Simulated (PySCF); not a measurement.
AlH3, in a box:

```
CELL_PARAMETERS angstrom
12.00000 0.00000 0.00000
0.00000 11.00000 0.00000
0.00000 0.00000 12.00000
ATOMIC_POSITIONS crystal
Al 0.52877 0.50571 0.50723
H 0.57287 0.57032 0.61585
H 0.41297 0.43834 0.51773
H 0.58815 0.52031 0.39421
```

The cell isn't the ideal one: atoms moved at random, drawn with an rms of 0.05 Å.

Program: PySCF 2.14.0. Alike in all runs: task atomic charges; potentials or basis cc-pvdz (all-electron); no spin polarisation; cell atoms moved at random, drawn with an rms of 0.05 Å; k mesh 1 × 1 × 1; smearing fixed.

Problem. Order these runs on this cell by their band gap on the k mesh, lowest first.
A. level LC-wPBE+D3(BJ); three-body dispersion term no; exxdiv ewald
B. level B97-D+D3(BJ); three-body dispersion term no
C. level M06-2X; exxdiv ewald
D. level B3LYP+D3; three-body dispersion term no; exxdiv ewald

Solution. B (4.78 eV), D (6.29 eV), C (8.47 eV), A (11.62 eV).

Caveats: this is a molecule in a periodic box at the Γ point, so its band gap is the HOMO-LUMO gap; the basis of atomic orbitals isn't converged, which shifts pressures, moduli and gaps.

Runs at the PBE level aren't shown here.
